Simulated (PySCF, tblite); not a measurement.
# C4H10GeSi: dynamics, then NMR shifts on frames

Aim: move C4H10GeSi (`C#C[SiH2][GeH2][CH2]C`) away from its starting geometry and see how NMR shifts follow the geometry.

Computed with tblite 0.8.0 and PySCF 2.14.0, with density-fitted response routines of our own, on a single molecule in the gas phase. Atoms count from 0, in the outputs and in this text.

## 1. The molecule as given

16 atoms, charge 0, multiplicity 1; geometry from: GFN2-xTB.

Bonds of the start (Å): C0–C1 1.20, C1–Si2 1.85, Si2–Ge3 2.35, Ge3–C4 1.99, C4–C5 1.52, C0–H6 1.05, Si2–H7 1.47, Si2–H8 1.47, Ge3–H9 1.51, Ge3–H10 1.52, C4–H11 1.09, C4–H12 1.09, C5–H13 1.09, C5–H14 1.09, C5–H15 1.09.

## 2. Dynamics with GFN2-xTB

What the job is given:

```
{"job": {"kind": "md", "xc": "GFN2-xTB", "basis": "xTB", "temperature": 300, "steps": 2000, "every": 50, "frames": 5}, "charge": 0, "multiplicity": 1}
C      3.093513     0.674754    -1.251049
C      2.416345     0.777573    -0.262336
Si     1.342196     0.875437     1.240712
Ge    -0.234295    -0.864040     1.160720
C     -1.243902    -1.011170    -0.544529
C     -1.999963     0.268089    -0.875629
H      3.694758     0.595161    -2.111514
H      2.222139     0.780962     2.410428
H      0.691994     2.192615     1.222071
H      0.345403    -2.235008     1.442505
H     -1.270081    -0.734131     2.261228
H     -0.547587    -1.245198    -1.352551
H     -1.944330    -1.845517    -0.480603
H     -2.577967     0.157206    -1.792420
H     -1.308080     1.099103    -1.008250
H     -2.687743     0.523108    -0.070194
```

With the program's defaults for keys left out, this is: GFN2-xTB Langevin dynamics, gas phase.

On the command line:

```bash
$ OMP_NUM_THREADS=1 python probes_run.py task.json out
```

One launch serves the whole session: the jobs run in the order shown.

Output:

```text
t/fs     T/K      E/eV
    0.0   244.0   -468.84375
   25.0   148.1   -468.69178
   50.0   243.2   -468.59129
   75.0   187.4   -468.34367
  100.0   260.7   -468.44175
  125.0   215.4   -468.36507
  150.0   289.3   -468.40578
  175.0   347.1   -468.40950
  200.0   386.5   -468.33574
  225.0   330.3   -468.34222
  250.0   266.2   -468.34776
  275.0   272.1   -468.42058
  300.0   233.5   -468.38889
  325.0   300.0   -468.55445
  350.0   249.9   -468.39014
  375.0   252.8   -468.49715
  400.0   229.3   -468.40464
  425.0   229.1   -468.29299
  450.0   321.1   -468.34266
  475.0   278.0   -468.37347
  500.0   325.2   -468.32602
  525.0   214.7   -468.05959
  550.0   262.8   -468.21078
  575.0   350.1   -468.35065
  600.0   275.0   -468.10860
  625.0   382.7   -468.22995
  650.0   378.0   -468.18764
  675.0   304.7   -468.03774
  700.0   362.5   -468.14070
  725.0   426.9   -468.39080
  750.0   264.0   -468.24641
  775.0   295.5   -468.24530
  800.0   200.1   -467.94661
  825.0   322.3   -468.26063
  850.0   184.6   -468.28736
  875.0   250.4   -468.47785
  900.0   299.8   -468.42057
  925.0   248.7   -468.20239
  950.0   246.1   -468.16514
  975.0   285.5   -468.25651
 1000.0   263.0   -468.23355
```

Wall time 17 s (1 thread of Intel Xeon Platinum 8488C, shared host); peak memory 0.18 GiB.

Distance from the start (root mean square after alignment): 0 fs 0.00 Å, 200 fs 0.23 Å, 400 fs 0.69 Å, 600 fs 0.80 Å, 800 fs 1.16 Å, 1000 fs 1.01 Å.

Positions (Å) and forces (eV/Å) at 1000 fs:

```xyz
16

C     3.474    0.844    0.662   -0.862   -0.128   -0.086
C     2.304    0.733    1.005    2.099   -0.062   -0.325
Si    0.660    0.773    1.868   -0.038    0.405   -0.228
Ge   -1.103   -0.728    1.318   -0.239   -0.302   -0.368
C    -1.634   -1.690   -0.400    1.902    0.493    0.006
C    -1.578   -0.591   -1.512    0.696    0.422    1.802
H     4.481    0.933    0.238   -1.302   -0.138    0.565
H     0.794    0.557    3.321    0.170    0.078   -0.111
H     0.398    2.216    1.575   -0.290   -0.364    0.172
H    -1.096   -1.899    2.275   -0.009    0.022    0.365
H    -2.416    0.002    1.665    0.234   -0.122    0.060
H    -0.881   -2.545   -0.637   -1.256    1.379    0.256
H    -2.600   -2.138   -0.160    0.076    0.221   -0.603
H    -2.158    0.324   -1.264   -0.087   -0.812    0.019
H    -1.905   -1.003   -2.412   -0.454   -0.363   -1.532
H    -0.539   -0.182   -1.615   -0.641   -0.728    0.009
```

## 3. Nuclear shieldings: 250 fs, PBE0/pcSseg-1

What the job is given:

```
{"job": {"kind": "nmr", "xc": "PBE0", "basis": "pcSseg-1", "pop": false}, "charge": 0, "multiplicity": 1}
C      2.070500     1.136300    -0.892700
C      1.743900     0.804400     0.215300
Si     0.982700     0.410900     1.863600
Ge    -0.420400    -1.439600     1.223100
C     -1.448500    -1.222400    -0.466800
C     -2.380800    -0.019700    -0.412600
H      2.484000     1.217200    -1.878700
H      1.938200     0.042300     2.840500
H      0.343300     1.708900     2.207000
H      0.663000    -2.524000     0.907200
H     -1.282100    -2.091000     2.312000
H     -0.850700    -1.323900    -1.345800
H     -2.037000    -2.082500    -0.593800
H     -3.294800    -0.212600    -0.975300
H     -1.864600     0.870400    -0.857900
H     -2.519800     0.178700     0.616900
```

Level: GIAO PBE0/pcSseg-1 NMR shielding, non-relativistic, gas phase.

Output:

```text
coarse grid: 59272 points
cycle   1  E = -2523.9300928539  dE = -3.425e-01  |g| = 9.447e-01  |ddm| = 3.663e+00
cycle   2  E = -2523.8874390973  dE =  4.265e-02  |g| = 9.859e-01  |ddm| = 1.262e+00
cycle   3  E = -2524.0207626462  dE = -1.333e-01  |g| = 1.191e-01  |ddm| = 7.856e-01
cycle   4  E = -2524.0226052293  dE = -1.843e-03  |g| = 7.701e-02  |ddm| = 1.321e-01
cycle   5  E = -2524.0239899094  dE = -1.385e-03  |g| = 1.932e-02  |ddm| = 6.065e-02
cycle   6  E = -2524.0240878277  dE = -9.792e-05  |g| = 3.774e-03  |ddm| = 1.724e-02
cycle   7  E = -2524.0240912034  dE = -3.376e-06  |g| = 7.544e-04  |ddm| = 4.276e-03
final grid: 123520 points
cycle   8  E = -2524.0241374750  dE = -1.100e-07  |g| = 8.650e-04  |ddm| = 2.871e-03
cycle   9  E = -2524.0241374286  dE =  4.639e-08  |g| = 1.134e-03  |ddm| = 2.040e-03
cycle  10  E = -2524.0241376301  dE = -2.015e-07  |g| = 6.944e-05  |ddm| = 9.475e-04
cycle  11  E = -2524.0241376316  dE = -1.463e-09  |g| = 1.744e-05  |ddm| = 1.134e-04
cycle  12  E = -2524.0241376316  dE = -6.321e-11  |g| = 7.182e-06  |ddm| = 1.606e-05
converged SCF energy = -2524.0241376316

GIAO shielding tensors (ppm)
atom      isotropic    diamagn.    paramagn.     s11        s22        s33       span
  0 C       79.750     262.510    -182.760     -7.379      0.731    245.897    253.276
  1 C       99.284     265.063    -165.780      2.379      5.753    289.719    287.340
  2 Si     441.892     880.579    -438.688    424.191    436.940    464.545     40.354
  3 Ge    1568.617    2758.470   -1189.853   1460.496   1558.805   1686.550    226.054
  4 C      184.891     249.482     -64.590    172.620    177.582    204.472     31.852
  5 C      174.698     250.495     -75.797    163.439    169.681    190.974     27.535
  6 H       28.919      32.002      -3.084     23.445     24.478     38.834     15.388
  7 H       28.066      28.178      -0.112     24.130     25.545     34.524     10.394
  8 H       26.912      27.964      -1.052     23.720     24.788     32.229      8.509
  9 H       27.267      29.786      -2.519     21.435     22.203     38.163     16.729
 10 H       27.459      29.381      -1.922     20.733     22.442     39.202     18.470
 11 H       31.099      34.153      -3.055     26.533     28.560     38.203     11.671
 12 H       31.575      31.809      -0.234     25.785     29.843     39.098     13.313
 13 H       30.117      29.221       0.896     24.444     27.386     38.522     14.078
 14 H       29.439      31.629      -2.190     24.802     28.337     35.177     10.375
 15 H       31.225      32.308      -1.083     24.890     32.483     36.303     11.413
```

Wall time 50 s (1 thread of Intel Xeon Platinum 8488C, shared host); peak memory 0.82 GiB.

Shifts follow as δ = σ(reference) − σ, with reference shieldings (ppm) from runs at the same level and on the same kind of geometry: 1H TMS 31.72, 13C TMS 186.9, 29Si TMS 349.2, 73Ge GeMe4 1331. The references are single molecules in the gas phase. Each atom is listed at this fixed geometry, with no averaging over motion; a spectrum would average atoms that exchange fast.

```csv
atoms,environment,σ (ppm),δ (ppm)
C0,terminal alkyne carbon,79.8,107.2
C1,alkyne carbon,99.3,87.6
C5,methyl carbon,174.7,12.2
C4,sp3 CH2 bonded to Ge,184.9,2.0
H8,"hydrogen on a silicon bonded to C, Ge",26.91,4.80
H9,"hydrogen on a germanium bonded to C, Si",27.27,4.45
H10,"hydrogen on a germanium bonded to C, Si",27.46,4.26
H7,"hydrogen on a silicon bonded to C, Ge",28.07,3.65
H6,hydrogen on a terminal alkyne carbon,28.92,2.80
H14,hydrogen on a methyl carbon,29.44,2.28
H13,hydrogen on a methyl carbon,30.12,1.60
H11,hydrogen on an sp3 CH2 bonded to Ge,31.10,0.62
H15,hydrogen on a methyl carbon,31.23,0.49
H12,hydrogen on an sp3 CH2 bonded to Ge,31.58,0.14
Si2,"silicon bonded to C, Ge, 2 H",441.9,-92.7
Ge3,"germanium bonded to C, Si, 2 H",1569,-238
```

Orbitals, density, ELF and potential are computed afterwards from the orbital file.

Frontier orbitals at PBE0/pcSseg-1, with the share of their density that lies nearest to each atom:

```csv
orbital,energy (eV),lies on
HOMO,-7.69,C0 25 %; C1 19 %; Ge3 16 %
LUMO,-0.12,"C0, C1 about 17 % each; Ge3 13 %; Si2 12 %"
```

ELF in a plane through or near 4 of the atoms.

Ten even steps from ' ' (0.00) to '@' (1.00):
```
                                                        
                                                        
                              ::==::                    
                          ..++@@@@@@%%==                
          --**++..        --%%@@@@@@@@%%..              
        ++@@@@@@++..  ..::==##@@@@@@@@%%..              
        ##@@@@@@##====++--..::..**%%==..                
        ..++####==--**%%::++--**..--..                  
            ..::--::==##==..--..++**====--..            
          ::++##%%%%==::::--==##%%==++****::            
        ::++******##**..  ..--**==--==**--              
      ..==**##++::++**--    ..--++****==..              
      ::==**##****%%##++      ..::::....                
      ..--++++::..++**++..                              
        ..++@@@@%%##==::                                
          ++@@@@@@**..                                  
          ..**%%**::                                    
                                                        
                                                        
                                                        
```
The map spans 11.0 Å across and 10.7 Å up, centred on the molecule. Atoms in the plane (x, y in Å): C0 (-2.4, -1.8), Ge3 (0.2, 1.4), C4 (1.5, -0.2), H10 (1.0, 2.7).

log10 of the density (e/Å³) in the same plane.

Ten even steps from ' ' (-4.0) to '@' (2.0):
```
                                                        
                            ........                    
              ..      ....::::::::::::....              
        ....::::::::::::::----======----::..            
      ..::::--------------====++++++==--::..            
    ..::--================++++******====::..            
    ..::--==++++++++++++++**##****++====--::..          
    ..::--==++++++++++++**%%@@@@**++====--::..          
    ..::----==++++++++++****####****++++==--::..        
    ..::--==++++****++++++++++**********++==--::..      
    ::::--==++******++======++****%%##**++==--::..      
  ..::--==++**####****========++********++==--::..      
  ..::--==++**####**++==------==++++++======--::..      
  ..::--==++**%%##**++==--::::--------------::..        
    ..::--++********++----::..::::::::::::....          
    ..::--==++++++==----::..      ..                    
      ..::--======--::::..                              
          ..::::::....                                  
                                                        
                                                        
```
The map spans 11.0 Å across and 10.7 Å up, centred on the molecule. Atoms in the plane (x, y in Å): C0 (-2.4, -1.8), Ge3 (0.2, 1.4), C4 (1.5, -0.2), H10 (1.0, 2.7).

On the surface of density 0.002 e/bohr³ the electrostatic potential runs, from the 1st to the 99th percentile, from -0.84 V near C1 to 1.35 V near H6.

## 4. Nuclear shieldings: 425 fs, PBE0/pcSseg-1

What the job is given:

```
{"job": {"kind": "nmr", "xc": "PBE0", "basis": "pcSseg-1", "pop": false}, "charge": 0, "multiplicity": 1}
C      1.863200     1.418800    -0.707000
C      1.563100     0.882800     0.358900
Si     0.883400     0.264600     1.954500
Ge    -1.029300    -1.180700     1.637000
C     -1.667500    -1.544600    -0.201600
C     -2.824700    -0.704500    -0.585300
H      2.125600     1.889700    -1.602500
H      2.075300    -0.252800     2.643900
H      0.522900     1.537300     2.754200
H     -1.093300    -2.496900     2.402500
H     -2.148500    -0.498900     2.212800
H     -0.850100    -1.491300    -0.895200
H     -1.975900    -2.593000    -0.118200
H     -3.351900    -1.059900    -1.416700
H     -2.665500     0.331100    -0.893900
H     -3.535700    -0.733000     0.199700
```

With the program's defaults for keys left out, this is: GIAO PBE0/pcSseg-1 NMR shielding, non-relativistic, gas phase.

Output:

```text
coarse grid: 59272 points
cycle   1  E = -2523.9293348356  dE = -2.914e-01  |g| = 9.396e-01  |ddm| = 3.671e+00
cycle   2  E = -2523.8841511122  dE =  4.518e-02  |g| = 9.890e-01  |ddm| = 1.214e+00
cycle   3  E = -2524.0168993114  dE = -1.327e-01  |g| = 1.287e-01  |ddm| = 7.632e-01
cycle   4  E = -2524.0189753235  dE = -2.076e-03  |g| = 8.588e-02  |ddm| = 1.407e-01
cycle   5  E = -2524.0207079007  dE = -1.733e-03  |g| = 2.178e-02  |ddm| = 6.721e-02
cycle   6  E = -2524.0208325018  dE = -1.246e-04  |g| = 3.925e-03  |ddm| = 1.824e-02
cycle   7  E = -2524.0208360711  dE = -3.569e-06  |g| = 7.696e-04  |ddm| = 4.628e-03
final grid: 123520 points
cycle   8  E = -2524.0208404765  dE = -4.887e-08  |g| = 9.155e-04  |ddm| = 2.561e-03
cycle   9  E = -2524.0208404281  dE =  4.841e-08  |g| = 1.196e-03  |ddm| = 1.969e-03
cycle  10  E = -2524.0208406278  dE = -1.997e-07  |g| = 6.638e-05  |ddm| = 9.322e-04
cycle  11  E = -2524.0208406290  dE = -1.243e-09  |g| = 2.589e-05  |ddm| = 1.110e-04
cycle  12  E = -2524.0208406292  dE = -1.637e-10  |g| = 5.411e-06  |ddm| = 1.956e-05
converged SCF energy = -2524.0208406292

GIAO shielding tensors (ppm)
atom      isotropic    diamagn.    paramagn.     s11        s22        s33       span
  0 C       74.954     260.081    -185.127     -9.397     -8.508    242.766    252.164
  1 C       98.806     261.992    -163.187      0.220      5.422    290.775    290.555
  2 Si     440.557     878.857    -438.300    413.065    440.191    468.414     55.350
  3 Ge    1557.627    2757.345   -1199.717   1430.445   1510.965   1731.472    301.027
  4 C      185.516     249.874     -64.358    174.715    185.710    196.122     21.407
  5 C      178.098     241.742     -63.644    163.517    175.733    195.043     31.526
  6 H       29.698      33.248      -3.550     24.302     24.942     39.849     15.548
  7 H       27.203      26.294       0.909     23.113     25.484     33.010      9.898
  8 H       26.107      25.982       0.125     22.349     24.549     31.421      9.072
  9 H       27.613      29.681      -2.068     20.605     22.721     39.512     18.907
 10 H       29.454      32.699      -3.245     22.606     24.464     41.293     18.687
 11 H       30.887      33.560      -2.673     25.481     29.526     37.654     12.173
 12 H       30.552      30.168       0.384     23.761     29.442     38.452     14.691
 13 H       31.628      28.461       3.167     26.092     28.246     40.546     14.454
 14 H       30.573      30.702      -0.129     25.742     28.712     37.266     11.524
 15 H       31.576      29.635       1.940     25.716     30.683     38.328     12.612
```

Wall time 39 s (1 thread of Intel Xeon Platinum 8488C, shared host); peak memory 0.9 GiB.

Key values: δ C0 112.0, C1 88.1, C5 8.8, C4 1.4, H8 5.61, H7 4.51 ppm.

## 5. Nuclear shieldings: 625 fs, PBE0/pcSseg-1

What the job is given:

```
{"job": {"kind": "nmr", "xc": "PBE0", "basis": "pcSseg-1", "pop": false}, "charge": 0, "multiplicity": 1}
C      2.436400     0.958000    -0.601800
C      1.798700     0.727300     0.413800
Si     0.789200     0.471800     1.924700
Ge    -1.076600    -0.880400     1.521700
C     -1.389500    -1.787200    -0.259400
C     -2.006500    -0.962800    -1.429900
H      3.144100     1.399200    -1.357100
H      1.825800    -0.140600     2.734200
H      0.338000     1.912000     2.273300
H     -1.036300    -2.092400     2.502400
H     -2.413300    -0.234100     1.717400
H     -0.559100    -2.293200    -0.670800
H     -2.170000    -2.477200    -0.059700
H     -2.047400    -1.660100    -2.206700
H     -1.331400    -0.198800    -1.781000
H     -2.962500    -0.544200    -1.205300
```

With the program's defaults for keys left out, this is: GIAO PBE0/pcSseg-1 NMR shielding, non-relativistic, gas phase.

Output:

```text
coarse grid: 59272 points
cycle   1  E = -2523.9204838292  dE = -3.750e-01  |g| = 9.477e-01  |ddm| = 3.653e+00
cycle   2  E = -2523.8687442259  dE =  5.174e-02  |g| = 1.007e+00  |ddm| = 1.283e+00
cycle   3  E = -2524.0114094105  dE = -1.427e-01  |g| = 1.501e-01  |ddm| = 8.126e-01
cycle   4  E = -2524.0142168055  dE = -2.807e-03  |g| = 1.041e-01  |ddm| = 1.581e-01
cycle   5  E = -2524.0168211897  dE = -2.604e-03  |g| = 2.028e-02  |ddm| = 7.899e-02
cycle   6  E = -2524.0169308195  dE = -1.096e-04  |g| = 4.133e-03  |ddm| = 1.844e-02
cycle   7  E = -2524.0169349379  dE = -4.118e-06  |g| = 7.992e-04  |ddm| = 4.843e-03
final grid: 123520 points
cycle   8  E = -2524.0168831840  dE = -3.148e-08  |g| = 9.457e-04  |ddm| = 2.487e-03
cycle   9  E = -2524.0168831180  dE =  6.592e-08  |g| = 1.243e-03  |ddm| = 2.067e-03
cycle  10  E = -2524.0168833666  dE = -2.486e-07  |g| = 1.168e-04  |ddm| = 9.698e-04
cycle  11  E = -2524.0168833692  dE = -2.613e-09  |g| = 6.997e-05  |ddm| = 1.437e-04
cycle  12  E = -2524.0168833705  dE = -1.251e-09  |g| = 3.655e-06  |ddm| = 4.889e-05
cycle  13  E = -2524.0168833705  dE = -1.137e-11  |g| = 2.091e-06  |ddm| = 5.270e-06
converged SCF energy = -2524.0168833705

GIAO shielding tensors (ppm)
atom      isotropic    diamagn.    paramagn.     s11        s22        s33       span
  0 C       75.398     260.888    -185.490    -12.281     -5.915    244.389    256.671
  1 C       96.081     262.890    -166.809     -6.925      4.585    290.582    297.506
  2 Si     443.553     879.991    -436.438    406.070    441.691    482.898     76.829
  3 Ge    1591.142    2756.958   -1165.816   1514.033   1569.752   1689.643    175.610
  4 C      175.709     248.816     -73.107    162.119    180.736    184.273     22.154
  5 C      175.318     248.931     -73.613    164.595    169.254    192.105     27.511
  6 H       27.143      28.846      -1.703     22.319     22.748     36.362     14.043
  7 H       27.094      26.906       0.188     22.744     25.842     32.696      9.952
  8 H       25.889      26.153      -0.265     22.057     24.425     31.183      9.126
  9 H       27.409      28.648      -1.238     20.651     22.844     38.732     18.081
 10 H       28.167      30.476      -2.309     21.295     23.542     39.663     18.368
 11 H       31.074      33.535      -2.460     25.608     30.101     37.514     11.906
 12 H       31.192      30.894       0.298     24.553     30.918     38.104     13.551
 13 H       31.247      30.657       0.589     25.565     28.785     39.389     13.824
 14 H       30.807      33.524      -2.717     25.612     30.090     36.719     11.107
 15 H       31.220      31.393      -0.173     26.824     29.090     37.746     10.922
```

Run time: 41 s. Hardware: 1 thread of Intel Xeon Platinum 8488C, shared host; peak memory 0.9 GiB.

Key values: δ C0 111.5, C1 90.8, C5 11.6, C4 11.2, H8 5.83, H7 4.62 ppm.

[end of part 1 of 2]
